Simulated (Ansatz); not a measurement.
# CH₆BNOSi: a ladder of functionals and wavefunction methods

The task here is to estimate one member of a computed series from the others.

Method: functionals in def2-TZVPP, the program's frozen cores in correlated methods; program: Ansatz 0.2.0, Gaussian basis.

Levels to be run: LDA (SPW92), PBE-D4, revPBE-D4, BLYP-D4, r2SCAN-D4, B97M-V, PBE0-D4, B3LYP-D4, r2SCANh-D4, r2SCAN0-D4, HSE06-D4, BHLYP-D4, CAM-B3LYP-D4, LC-ωPBE, ωB97X-V, ωB97M-V, B2PLYP, PBE-QIDH; CCSD(T)/def2-SVP; CCSD(T)/def2-TZVPP; MP2/def2-QZVPP; extrapolation to the limit; RPA on PBE.

### The geometry

All runs share one geometry, relaxed beforehand with PBE0-D4 in a triple-zeta def2 set.

SMILES `B/N=C(/O)[SiH3]`, 11 atoms, charge 0, spin multiplicity 1.

Atoms are counted from 1 here; the program's logs count them from 0.

Bond lengths: B1–N2 1.361 Å, B1–H6 1.199 Å, B1–H7 1.199 Å, N2–C3 1.244 Å, C3–O4 1.355 Å, C3–Si5 1.902 Å, O4–H8 0.968 Å, Si5–H9 1.484 Å, Si5–H10 1.480 Å, Si5–H11 1.484 Å. Angles: N2–B1–H6 119.2°, N2–B1–H7 119.2°, H6–B1–H7 121.6°, B1–N2–C3 175.9°, N2–C3–O4 122.8°, N2–C3–Si5 124.0°, O4–C3–Si5 113.2°, C3–O4–H8 108.2°, C3–Si5–H9 108.9°, C3–Si5–H10 107.4°, C3–Si5–H11 108.9°, H9–Si5–H10 111.0°, H9–Si5–H11 109.6°, H10–Si5–H11 111.0°.

Geometry (Å):

```xyz
11
CH6BNOSi
B    -1.16348    1.71176    0.82528
N    -0.52270    0.79010    0.05598
C     0.08746   -0.09293   -0.57216
O     0.15762   -0.11563   -1.92537
Si    1.00994   -1.53799    0.25043
H    -2.31355    1.53443    1.11373
H    -0.56835    2.68851    1.18460
H    -0.33260    0.64631   -2.26624
H     0.41883   -2.81482   -0.22021
H     0.85205   -1.38813    1.71407
H     2.44018   -1.47852   -0.13951
```

The first run:

in.yaml reads:

```yaml
crystal:
  periodic: [false, false, false]
  atoms:
    - {symbol: B, position_ang: [-1.163476, 1.711757, 0.825277]}
    - {symbol: N, position_ang: [-0.522700, 0.790105, 0.055979]}
    - {symbol: C, position_ang: [0.087456, -0.092926, -0.572159]}
    - {symbol: O, position_ang: [0.157623, -0.115625, -1.925372]}
    - {symbol: Si, position_ang: [1.009935, -1.537986, 0.250434]}
    - {symbol: H, position_ang: [-2.313550, 1.534434, 1.113726]}
    - {symbol: H, position_ang: [-0.568353, 2.688506, 1.184601]}
    - {symbol: H, position_ang: [-0.332597, 0.646308, -2.266244]}
    - {symbol: H, position_ang: [0.418825, -2.814823, -0.220210]}
    - {symbol: H, position_ang: [0.852053, -1.388128, 1.714074]}
    - {symbol: H, position_ang: [2.440184, -1.478524, -0.139506]}
basis:
  gaussian: {orbitals: def2-TZVPP}
hamiltonian: {xc: lda}
output: {orbitals: {seedname: orbitals}}
```

Among the steps run: LDA; PBE-D4 (GGA); revPBE-D4 (GGA); BLYP-D4 (GGA); r2SCAN-D4 (meta-GGA); B97M-V (meta-GGA); PBE0-D4 (hybrid); B3LYP-D4 (hybrid); r2SCANh-D4 (hybrid); r2SCAN0-D4 (hybrid); HSE06-D4 (hybrid); BHLYP-D4 (hybrid); CAM-B3LYP-D4 (range-separated); LC-ωPBE (range-separated); ωB97X-V (range-separated); ωB97M-V (range-separated); B2PLYP (double hybrid); PBE-QIDH (double hybrid).

One table of the session follows, with a row left open; its other results are not shown here.

It belongs to the step «Frontier levels by functional». 

```
  functional  HOMO (eV)  gap (eV)
 LDA (SPW92)      -6.66      4.80
      PBE-D4      -6.55      4.89
   revPBE-D4      -6.50      4.92
     BLYP-D4      -6.45      4.93
   r2SCAN-D4      -6.79      5.32
      B97M-V      -6.89      5.37
     PBE0-D4          ?         ?
    B3LYP-D4      -7.62      6.72
  r2SCANh-D4      -7.27      6.15
  r2SCAN0-D4      -7.98      7.41
    HSE06-D4      -7.42      6.35
    BHLYP-D4      -9.01      9.46
CAM-B3LYP-D4      -9.17      9.66
     LC-ωPBE     -10.48     12.12
     ωB97X-V     -10.13     11.69
     ωB97M-V     -10.02     11.44
```

Estimate the missing values for PBE0-D4.

**Answer.** HOMO (eV): -7.82; gap (eV): 7.13. In the column «HOMO (eV)» it lies between r2SCAN0-D4 (-7.98) and B3LYP-D4 (-7.62).
